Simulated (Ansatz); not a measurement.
# ClH5NSi2 radical: one species, many methods

Aim: compute ClH5NSi2 radical with functionals from several rungs and with coupled cluster, and see how far each lands from CCSD(T) at the basis-set limit for the atomisation energy.

Method: functionals in def2-TZVPP, the program's frozen cores in correlated methods; program: Ansatz 0.2.0, Gaussian basis.

Levels to be run: LDA (SPW92), PBE-D4, revPBE-D4, BLYP-D4, r2SCAN-D4, B97M-V, PBE0-D4, B3LYP-D4, r2SCANh-D4, r2SCAN0-D4, HSE06-D4, BHLYP-D4, CAM-B3LYP-D4, LC-ωPBE, ωB97X-V, ωB97M-V, B2PLYP, PBE-QIDH; CCSD(T)/def2-SVP; CCSD(T)/def2-TZVPP; MP2/def2-QZVPP; extrapolation to the limit; RPA on PBE.

## (1) The geometry

An earlier PBE0-D4 in a triple-zeta def2 set relaxation fixed the geometry.

SMILES `N[Si]([SiH3])Cl`, 9 atoms, charge 0, spin multiplicity 2.

Atoms are counted from 1 here; the program's logs count them from 0.

Bond lengths: N1–Si2 1.719 Å, N1–H5 1.008 Å, N1–H6 1.008 Å, Si2–Si3 2.355 Å, Si2–Cl4 2.075 Å, Si3–H7 1.489 Å, Si3–H8 1.486 Å, Si3–H9 1.490 Å. Angles: Si2–N1–H5 120.3°, Si2–N1–H6 120.2°, H5–N1–H6 111.9°, N1–Si2–Si3 110.1°, N1–Si2–Cl4 104.8°, Si3–Si2–Cl4 109.6°, Si2–Si3–H7 113.2°, Si2–Si3–H8 108.5°, Si2–Si3–H9 107.6°, H7–Si3–H8 109.6°, H7–Si3–H9 109.0°, H8–Si3–H9 108.8°.

## (2) LDA

This LDA is Slater exchange with PW92 correlation.

Input file in.yaml:

```yaml
crystal:
  periodic: [false, false, false]
  atoms:
    - {symbol: N, position_ang: [-0.942202, 1.392529, 0.660835]}
    - {symbol: Si, position_ang: [-0.346916, -0.195119, 0.944602]}
    - {symbol: Si, position_ang: [0.593094, -1.070551, -1.029418]}
    - {symbol: Cl, position_ang: [1.134880, 0.041608, 2.377659]}
    - {symbol: H, position_ang: [-0.972607, 2.066667, 1.410200]}
    - {symbol: H, position_ang: [-1.676124, 1.546358, -0.013191]}
    - {symbol: H, position_ang: [1.754944, -0.282491, -1.524999]}
    - {symbol: H, position_ang: [1.013880, -2.471714, -0.770469]}
    - {symbol: H, position_ang: [-0.470448, -1.073687, -2.072320]}
basis:
  gaussian: {orbitals: def2-TZVPP}
magnetization: {spin_polarized: true, initial_magnetization: 1}
hamiltonian: {xc: lda}
output: {orbitals: {seedname: orbitals}}
```

Further steps of the session: PBE-D4 (GGA); revPBE-D4 (GGA); BLYP-D4 (GGA); r2SCAN-D4 (meta-GGA); B97M-V (meta-GGA); PBE0-D4 (hybrid); B3LYP-D4 (hybrid); r2SCANh-D4 (hybrid); r2SCAN0-D4 (hybrid); HSE06-D4 (hybrid); BHLYP-D4 (hybrid); CAM-B3LYP-D4 (range-separated); LC-ωPBE-D4 (range-separated); ωB97X-V (range-separated); ωB97M-V (range-separated); B2PLYP (double hybrid); PBE-QIDH (double hybrid); CCSD(T) in def2-SVP; CCSD(T) in def2-TZVPP; MP2 in def2-QZVPP; RPA on PBE orbitals.

Before running them: what should the planned runs give, taken together? Wanted: atomisation energy, CCSD(T)/CBS; farthest beyond LDA; mean size of error, GGA; mean size of error, meta-GGA; mean size of error, hybrid; mean size of error, range-separated; mean size of error, double hybrid; gap, smallest and largest; T1 diagnostic.

**Answer**, as computed:

| quantity | value |
| --- | --- |
| atomisation energy, CCSD(T)/CBS | 2738.8 kJ/mol |
| functionals within 13.7 kJ/mol (0.5 %) | BLYP-D4, r2SCAN-D4, PBE0-D4, B3LYP-D4, r2SCANh-D4, HSE06-D4, CAM-B3LYP-D4, ωB97M-V |
| farthest beyond LDA | BHLYP-D4 (-53.6 kJ/mol) |
| mean size of error, GGA | 19.4 kJ/mol |
| mean size of error, meta-GGA | 18.4 kJ/mol |
| mean size of error, hybrid | 17.5 kJ/mol |
| mean size of error, range-separated | 18.3 kJ/mol |
| mean size of error, double hybrid | 38.9 kJ/mol |
| gap, smallest and largest | 0.90 eV (LDA (SPW92)), 8.00 eV (LC-ωPBE) |
| T1 diagnostic | 0.0150 |
| triples share of the correlation energy | 3.9 % |

In words: LDA overbinds by 357.8 kJ/mol (13 %). PBE-D4 is off by +27.1 kJ/mol. Double hybrids carry the basis error of their MP2 part in triple zeta, and no dispersion term here, so their miss is partly the set-up's. By mean error the best rung here is hybrid (17.5 kJ/mol) and the worst beyond LDA is double hybrid (38.9 kJ/mol). The gap between the best rungs is small, so their order is not settled. Misses under about 13.7 kJ/mol are within the doubt on the reference itself, which lacks core-valence correlation, relativity and higher excitations. Hartree-Fock recovers 72 % of the binding; the rest is correlation. CCSD(T) in def2-SVP is off by -252.4 kJ/mol, so the small basis spoils what the method gains. Orbital gaps span 0.9 to 8.0 eV; exact exchange widens them.
